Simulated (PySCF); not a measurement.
**SiH3I (SMILES [SiH3]I): levels of theory compared**

Wanted: a comparison of 6 runs (M06-2X/STO-3G, wB97X-V/STO-3G, MP2/STO-3G, UMP2/STO-3G, UCCSD(T)/STO-3G, FCI/STO-3G) of SiH3I. 

The results are computed with PySCF 2.14.0.

5 further runs of the same task are left out: 5 set aside as unsound or not needed.

## (1) The system as given

SiH3I: 5 atoms, total charge 0, spin state singlet. As SMILES, `[SiH3]I`. The Si1–H4 distance was set to 1.777 Å, away from the relaxed value.

Bond lengths: Si1–I2 2.439 Å, Si1–H3 1.481 Å, Si1–H5 1.481 Å. Angles: I2–Si1–H3 108.5°, I2–Si1–H5 108.4°, H3–Si1–H5 110.5°. A long bond or contact: Si1–H4 1.777 Å.

## (2) A single-point energy at M06-2X/STO-3G (run 1)

input.py

```python
from pyscf import gto, dft

mol = gto.M(
    atom='''
Si    -0.121840     0.442717     0.277576
I      3.796129    -1.433025     1.817892
H     -1.971504     0.479945     2.377440
H     -1.268573    -1.428066    -2.264648
H      0.424480     3.046193    -0.591698
''',
    spin=0,
    unit='bohr',
    charge=0,
    max_memory=1860,
    verbose=3,
    basis='sto-3g',
)

calc0 = dft.RKS(mol, xc='m06-2x')
calc0.conv_tol = 1e-10
calc0.grids.level = 5
calc0.kernel()
if not calc0.converged:
    calc0 = calc0.newton().run(calc0.mo_coeff, calc0.mo_occ)

e_tot = calc0.e_tot
print('E(%s) = %.9f' % ('M06-2X', e_tot))
```

Command:

```sh
$ OMP_NUM_THREADS=1 python input.py
```

Output:

```text
converged SCF energy = -7141.01757074253
E(M06-2X) = -7141.017570743
```

Run time: 6.9 s. Hardware: 1 thread of Arm Neoverse V2, shared host; peak memory 0.28 GiB.

## (3) A single-point energy at wB97X-V/STO-3G (run 2)

start.xyz

```xyz
5

Si    -0.064475     0.234276     0.146887
I      2.008825    -0.758324     0.961987
H     -1.043275     0.253976     1.258087
H     -0.671300    -0.755700    -1.198400
H      0.224625     1.611976    -0.313113
```

calc.py

```python
from pyscf import gto, dft

mol = gto.M(
    atom='start.xyz',
    max_memory=1860,
    basis='sto-3g',
    verbose=3,
    charge=0,
    spin=0,
)

mf = dft.RKS(mol, xc='wb97x-v')
mf.grids.level = 5
mf.nlcgrids.level = 1
mf.conv_tol = 1e-10
mf.kernel()
if not mf.converged:
    mf = mf.newton().run(mf.mo_coeff, mf.mo_occ)

etot = mf.e_tot
print(f'total energy: {etot:.8f} hartree')
```

Command:

```sh
$ OMP_NUM_THREADS=1 python calc.py
```

Output:

```text
converged SCF energy = -7140.42584121594
total energy: -7140.42584122 hartree
```

Run time: 19 s. Hardware: 1 thread of Arm Neoverse V2, shared host; peak memory 0.28 GiB.

Runs 3 to 5 aren't shown in full; the table further down has their settings and results.

## (4) A single-point energy at FCI/STO-3G (run 6)

job.py

```python
from pyscf import gto, mcscf

mol = gto.M(
    atom='''
Si    -0.121840     0.442717     0.277576
I      3.796129    -1.433025     1.817892
H     -1.971504     0.479945     2.377440
H     -1.268573    -1.428066    -2.264648
H      0.424480     3.046193    -0.591698
''',
    unit='bohr',
    spin=0,
    charge=0,
    verbose=3,
    basis='sto-3g',
    max_memory=1860,
)

calc0 = mol.RHF()
calc0.conv_tol = 1e-10
calc0.kernel()
if not calc0.converged:
    calc0 = calc0.newton().run(calc0.mo_coeff, calc0.mo_occ)

cas = mcscf.CASCI(calc0, calc0.mo_coeff.shape[-1] - 23, (mol.nelec[0] - 23, mol.nelec[1] - 23))  # full CI above the frozen core
cas.fix_spin_(ss=0.0)
cas.kernel()
energy = cas.e_tot
print('Final energy', energy)
```

Command:

```sh
$ OMP_NUM_THREADS=1 python job.py
```

Output:

```text
converged SCF energy = -7138.03217067271
CASCI E = -7138.11160734095  E(CI) = -143.538761051735  S^2 = 0.0000000
Final energy -7138.111607340948
```

Run time: 2.2 min. Hardware: 1 thread of Arm Neoverse V2, shared host; peak memory 0.74 GiB.

## (5) All runs side by side

| run | level | nlc grid | integration grid | energy (Eh) | dipole moment (D) of the reference | HOMO energy (eV) | LUMO energy (eV) | wall time |
| --- | --- | --- | --- | --- | --- | --- | --- | --- |
| 1 | M06-2X/STO-3G | – | 5 | -7141.017571 | 2.36 | -5.96 | 4.18 | 6.9 s |
| 2 | wB97X-V/STO-3G | 1 | 5 | -7140.425841 | 2.47 | -7.29 | 5.70 | 19 s |
| 3 | MP2/STO-3G | – | – | -7138.084779 | 2.56 | -7.38 | 7.74 | 0.76 s |
| 4 | UMP2/STO-3G | – | – | -7138.084779 | 2.56 | -7.38 | 7.74 | 0.94 s |
| 5 | UCCSD(T)/STO-3G | – | – | -7138.111281 | 2.56 | -7.38 | 7.74 | 1.1 s |
| 6 | FCI/STO-3G | – | – | -7138.111607 | 2.56 | -7.38 | 7.74 | 2.2 min |

## (6) Outcome

| quantity | value |
| --- | --- |
| run 6: total energy | -7138.11161 Eh |
| run 6: dipole moment (Hartree–Fock density) | 2.56 D |
| run 6: HOMO energy (Hartree–Fock orbitals) | -7.38 eV |
| run 6: LUMO energy (Hartree–Fock orbitals) | 7.74 eV |
| run 6: HOMO–LUMO gap (Hartree–Fock orbitals) | 15.12 eV |
| run 6: correlation energy (23 core orbitals frozen) | -79.4 mEh |

Against full CI in this basis: MP2 +26.8 mEh; UMP2 +26.8 mEh; UCCSD(T) +0.3 mEh. Totals of different functionals can't be ranked against each other. In runs 1, 2, 3, 4, 5, 6 the basis is minimal, so the values are rough. In runs 1, 2, 3, 4, 5, 6 relativity is left out where basis or elements ask for it. All runs together took 2.7 min, the longest 2.2 min.
